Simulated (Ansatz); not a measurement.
**Na2ClF (ordered alloy on rocksalt lattice): Wannier functions and tight-binding models**

Aim: build maximally localised Wannier functions for Na2ClF (ordered alloy on rocksalt lattice) from several sets of trial orbitals, and check spreads and centres, and how well the models interpolate the bands. The runs, in order: PBE, anion s p, 6×6×6; PBE, anion s p, 4×4×4; PBE, anion s p, 8×8×8; PBE, anion p, 6×6×6; PBE, cation s and anion p, disentangled, 6×6×6; r2SCAN, anion s p, 6×6×6; r2SCAN, anion p, 6×6×6; HSE06, anion s p, 6×6×6; HSE06, anion p, 6×6×6 (level, trial orbitals, Wannier mesh).

Program: Ansatz 0.2.0. Level of theory: plane waves, PAW. These are calculated values, not measurements.

1 further run of the same task is left out (it didn't finish).

## (1) The structure to begin with

Symmetry: R-3m, No. 166, trigonal system. The conventional cell has a = 3.621 Å, b = 3.621 Å, c = 17.762 Å, α = 90.00°, β = 90.00°, γ = 120.00°. F (site symmetry -3m) has 6 Na at 2.43 Å as nearest neighbours. Cl (site symmetry -3m) is surrounded by 6 Na at 2.71 Å. Na (site symmetry 3m) has 3 F at 2.43 Å and 3 Cl at 2.71 Å as nearest neighbours.

Structure file:

```
CELL_PARAMETERS angstrom
1.81069 1.04540 5.92066
-1.81069 1.04540 5.92066
0.00000 -2.09080 5.92066
ATOMIC_POSITIONS crystal
F 0.00000 0.00000 0.00000
Cl 0.50000 0.50000 0.50000
Na 0.26344 0.26344 0.26344
Na 0.73656 0.73656 0.73656
```

The cell was relaxed beforehand with r2SCAN; those runs aren't shown.

## (2) PBE, anion s p, 6×6×6

input.yaml

```yaml
crystal:
  lattice:
    - [1.8106869163, 1.0454005785, 5.9206591831]
    - [-1.8106869163, 1.0454005785, 5.9206591831]
    - [0.0, -2.0908011571, 5.9206591831]
  atoms:
    - { symbol: F, position: [1.0, 0.0, 0.0] }
    - { symbol: Cl, position: [0.5, 0.5, 0.5] }
    - { symbol: Na, position: [0.2634375876, 0.2634375876, 0.2634375876] }
    - { symbol: Na, position: [0.7365624124, 0.7365624124, 0.7365624124] }
kpoints:
  mp_grid: { grid: [6, 6, 6] }
  band_path:
    path:
      - [[0.0, 0.0, 0.0], [0.5, 0.5, 0.5], [0.8125490961863, 0.1874509038137, 0.5]]
      - [[0.5, -0.1874509038137, 0.1874509038137], [0.5, -7.151315674045e-17, -8.85624401061e-17], [0.0, 0.0, 0.0], [0.3437254519068, -0.3437254519068, 7.653053644738e-18]]
      - [[0.6562745480932, -1.867841973697e-17, 0.3437254519068], [0.5, 1.199314290703e-16, 0.5], [0.0, 0.0, 0.0]]
    npoints: 10
hamiltonian:
  xc: pbe
scf:
  occupations: { method: fixed }
  n_extra_bands: 6
output:
  forces: false
  stress: false
  eigenvalues: true
  wannier:
    kmesh: [6, 6, 6]
    projections:
      - { species: F, l: s, shell: 2 }
      - { species: F, l: p, shell: 2 }
      - { species: Cl, l: s, shell: 3 }
      - { species: Cl, l: p, shell: 3 }
    minimise: true
    write_hr: true
    conv_tol: 1.0e-08
    max_iter: 3000
  write_density: true
  write_potential: true
  elf: true
  volumetric_format: npy
```

Run with:

```
> ansatz run input.yaml --threads 4 --pin off --max-ram 3686MiB --backend cpu --events-out ev --progress --plain --runs-dir out
```

Further steps of the session: PBE, anion s p, 4×4×4; PBE, anion s p, 8×8×8; PBE, anion p, 6×6×6; PBE, cation s and anion p, disentangled, 6×6×6; r2SCAN, anion s p, 6×6×6; r2SCAN, anion p, 6×6×6; HSE06, anion s p, 6×6×6; HSE06, anion p, 6×6×6.

**Question.** What will the summary of the whole plan be? Wanted: total spread, PBE, anion s p, 6×6×6; total spread, PBE, anion s p, 4×4×4; total spread, PBE, anion s p, 8×8×8; total spread, PBE, anion p, 6×6×6; total spread, PBE, cation s and anion p, disentangled, 6×6×6; total spread, r2SCAN, anion s p, 6×6×6; total spread, r2SCAN, anion p, 6×6×6; total spread, HSE06, anion s p, 6×6×6; total spread, HSE06, anion p, 6×6×6.

**Answer**, as computed:

| quantity | value |
| --- | --- |
| total spread, PBE, anion s p, 6×6×6 | 7.23 Å² over 8 functions |
| total spread, PBE, anion s p, 4×4×4 | 7.01 Å² over 8 functions |
| total spread, PBE, anion s p, 8×8×8 | 7.31 Å² over 8 functions |
| total spread, PBE, anion p, 6×6×6 | 5.86 Å² over 6 functions |
| total spread, PBE, cation s and anion p, disentangled, 6×6×6 | 9.61 Å² over 8 functions |
| total spread, r2SCAN, anion s p, 6×6×6 | 8.41 Å² over 8 functions |
| total spread, r2SCAN, anion p, 6×6×6 | 5.75 Å² over 6 functions |
| total spread, HSE06, anion s p, 6×6×6 | 7.50 Å² over 8 functions |
| total spread, HSE06, anion p, 6×6×6 | 5.71 Å² over 6 functions |
| centres of the first set | 0.26 to 0.46 Å from the nearest atom |

In words: With PBE, anion s p, 6×6×6 the 8 functions move off the atoms, with a mean spread of 0.90 Å²; 85 % of the total is gauge invariant. The total spread goes from 7.01 Å² on 4×4×4 to 7.31 Å² on 8×8×8: finite differences in k understate it on coarse meshes, while the largest miss of a band goes from 0.02 to 0.00 eV. On one set and mesh the functional gives 7.23 (PBE), 8.41 (r2SCAN), 7.50 (HSE06) Å². The disentangled models miss some band by up to 1.1 eV, which may lie outside their frozen windows.
